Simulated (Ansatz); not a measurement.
Working through a relaxation of cell and ions of Ba₃Ca, space group Pm-3m

Program: the Python package of Ansatz (0.2.0).

At the Python prompt:
```pycon
>>> import ansatz as az
>>> from ase.data import atomic_numbers
>>> import matplotlib.pyplot as plt
>>> import numpy as np
>>> import spglib
>>> def edges_and_angles(cell):
...     cell = np.asarray(cell)
...     a, b, c = np.linalg.norm(cell, axis=1)
...     cosines = cell[1] @ cell[2] / (b * c), cell[0] @ cell[2] / (a * c), cell[0] @ cell[1] / (a * b)
...     return (a, b, c, *np.degrees(np.arccos(cosines)))
...
>>> lattice = az.Lattice.of(
...     (6.254931, 0.0, 0.0),
...     (0.0, 6.254931, 0.0),
...     (0.0, 0.0, 6.254931),
... )
>>> sites = [
...     ('Ba', (0.0, 0.5, 0.5)),
...     ('Ba', (0.5, 0.0, 0.5)),
...     ('Ba', (0.5, 0.5, 0.0)),
...     ('Ca', (0.0, 0.0, 0.0)),
... ]
>>> system = az.Crystal(lattice=lattice)
>>> for symbol, position in sites:
...     system = system.atom(symbol, position)
...
>>> system.resolved().tree()['lattice']
((6.254931, 0.0, 0.0), (0.0, 6.254931, 0.0), (0.0, 0.0, 6.254931))
>>> # a pressure is positive in compression
>>> calc = (
...     system.calculation()
...     .kpoints(length=22)
...     .functional('LDA')
...     .basis(550)
...     .pseudopotentials('paw')
...     .occupations('methfessel_paxton', width=0.15)
...     .relax(force_tolerance=0.005, pressure=-2, stress_tolerance=0.1)
... )
>>> steps = []
>>> def collect(event):
...     if event['event'] == 'relax_step':
...         steps.append(event['data'])
...
>>> done = calc.session().plan().execute(on_event=collect)

>>> report = done.report
>>> done.lattice.cell_ang
array([[ 6.38717977e+00, -2.00617703e-34, -6.41976648e-35],
       [-2.00617703e-34,  6.38717977e+00,  6.41976648e-35],
       [-6.41976648e-35,  6.41976648e-35,  6.38717977e+00]])
>>> type(done).__name__, type(report).__name__
('RunOutcome', 'dict')
>>> {key: value for key, value in report.items() if isinstance(value, (int, float)) and 'ev' in key}
{'n_hpsi_unsolved_levels': 390, 'gap_by_band_count_ev': -0.2389367532819131, 'fermi_energy_ev': 4.6731074850847385, 'harris_foulkes_ev': -19110.74921672658, 'scf_correction_max_component_ev_ang': 2.1364982849735735e-31, 'free_energy_ev': -19110.749216726585, 'internal_energy_ev': -19110.76218220252, 'lagrangian_ev': -19110.749216726585, 'energy_sigma0_ev': -19110.75245809557, 'lagrangian_sigma0_ev': -19110.75245809557, 'lagrangian_above_aufbau_ev': 0.008539508862806135, 'entropy_ts_ev': -0.012965475937751639}
>>> print('step   energy (eV)     max comp. (eV/A)   P (GPa)  SCF')
step   energy (eV)     max comp. (eV/A)   P (GPa)  SCF
>>> for s in steps:
...     print(f'{s["step"]:4d} {s["lagrangian_ev"]:15.5f} {s["allowed_force_max_ev_ang"]:12.4f} {s["pressure_gpa"]:10.3f} {s["n_scf"]:5d}')
...
   1    -19110.92775       0.0000     -1.615     7
   2    -19110.89484       0.0000     -1.696     4
   3    -19110.74918       0.0000     -1.976     5
   4    -19110.74922       0.0000     -1.976     5
>>> first, last = steps[0], steps[-1]
>>> symbols = [site.symbol for site in done.lattice.sites]
>>> print(f'energy gained {first["lagrangian_ev"] - last["lagrangian_ev"]:.4f} eV in {len(steps) - 1} steps')
energy gained -0.1785 eV in 3 steps
>>> for label, vectors in (('before', first['cell_ang']), ('after', done.lattice.cell_ang)):
...     print(label, 'a b c (A) {:.4f} {:.4f} {:.4f}  angles {:.2f} {:.2f} {:.2f}'.format(*edges_and_angles(vectors)), f' V = {abs(np.linalg.det(vectors)):.3f} A^3')
...
before a b c (A) 6.2549 6.2549 6.2549  angles 90.00 90.00 90.00  V = 244.719 A^3
after a b c (A) 6.3872 6.3872 6.3872  angles 90.00 90.00 90.00  V = 260.572 A^3
>>> print('final stress xx yy zz (GPa, compression positive):', np.round(np.diag(report['stress_gpa']), 3) + 0.0)
final stress xx yy zz (GPa, compression positive): [-1.976 -1.976 -1.976]
>>> fig, (top, bottom) = plt.subplots(2, 1, sharex=True, figsize=(4.5, 4))
>>> top.plot([s['lagrangian_ev'] - last['lagrangian_ev'] for s in steps], 'o-')
[<matplotlib.lines.Line2D object at 0x...>]
>>> top.set_ylabel('E - E(final) (eV)')
Text(0, 0.5, 'E - E(final) (eV)')
>>> bottom.semilogy([max(s['allowed_force_max_ev_ang'], 1e-6) for s in steps], 's-')
[<matplotlib.lines.Line2D object at 0x...>]
>>> bottom.set(xlabel='step', ylabel='largest force (eV/A)')
[Text(0.5, 0, 'step'), Text(0, 0.5, 'largest force (eV/A)')]
>>> fig.tight_layout()
>>> fig.savefig('relax.png', dpi=100)
>>> fractions = [site.position_frac for site in done.lattice.sites]
>>> numbers = [atomic_numbers[s] for s in symbols]
>>> for tolerance in (1e-3, 1e-2, 1e-1):
...     print(f'space group at {tolerance} A:', spglib.get_spacegroup((done.lattice.cell_ang, fractions, numbers), symprec=tolerance))
...
space group at 0.001 A: Pm-3m (221)
space group at 0.01 A: Pm-3m (221)
space group at 0.1 A: Pm-3m (221)
>>> for key in ('converged', 'n_iterations', 'n_electrons', 'n_kpoints', 'n_pw', 'n_symmetry_ops', 'free_energy_ev', 'fermi_energy_ev'):
...     print(f'{key:18s} {report[key]}')
...
converged          True
n_iterations       5
n_electrons        40.0
n_kpoints          10
n_pw               7689
n_symmetry_ops     48
free_energy_ev     -19110.749216726585
fermi_energy_ev    4.6731074850847385
>>> print(calc.to_yaml())
crystal:
  lattice:
    - [6.254931, 0.0, 0.0]
    - [0.0, 6.254931, 0.0]
    - [0.0, 0.0, 6.254931]
  atoms:
    - { symbol: Ba, position: [0.0, 0.5, 0.5] }
    - { symbol: Ba, position: [0.5, 0.0, 0.5] }
    - { symbol: Ba, position: [0.5, 0.5, 0.0] }
    - { symbol: Ca, position: [0.0, 0.0, 0.0] }
basis:
  ecutwfc: 550.0
kpoints:
  mp_grid:
    grid: [4, 4, 4]
hamiltonian:
  xc: lda
  pseudopotentials:
    kind: paw
scf:
  occupations:
    method: methfessel_paxton
    width: 0.15
relax:
  f_tol: 0.005
  cell:
    p_target: -2.0
    stress_tol: 0.1
```

Reading the output:
- Total energies depend on the potentials; only differences at equal settings carry meaning. A total without «per atom» is that of the cell as typed.
- Forces vanish by symmetry, so the ions can't move, and the end may be a saddle.
- Under cold or Methfessel-Paxton smearing the entropy term is a generalised one and can be negative.
- Part of the cell is held or a pressure is applied, so the end point needn't be the zero-pressure lattice.
- At a fixed pressure a relaxation lowers the enthalpy F + PV, while F alone can rise.
- The mesh is modest for a metal, so energies can be off by several to tens of meV an atom and pressures by half a GPa or more; differences at equal mesh fare better.
- The zero of the levels is a convention of the potentials, so an absolute Fermi energy is no work function.
- Energies along a relaxation are free energies. Rows at an unchanged volume are solved on a plane-wave basis chosen afresh for that cell, so the energy jumps there and such rows are no steps of the walk.
- A gap by band count of zero or less means overlapping bands, a metal.
- Symmetry holds the cell in this phase, whether or not it is the stable one at this pressure.
- This cell is a computed structure, which may not be the phase found in nature.
- Levels are Kohn-Sham eigenvalues on this mesh, without spin-orbit coupling.
- The whole script took 17 s on 1 thread of Arm Neoverse V2, on a shared host, peak memory 0.58 GiB.

(Lines on the test bed's own set-up are left out of the output.)
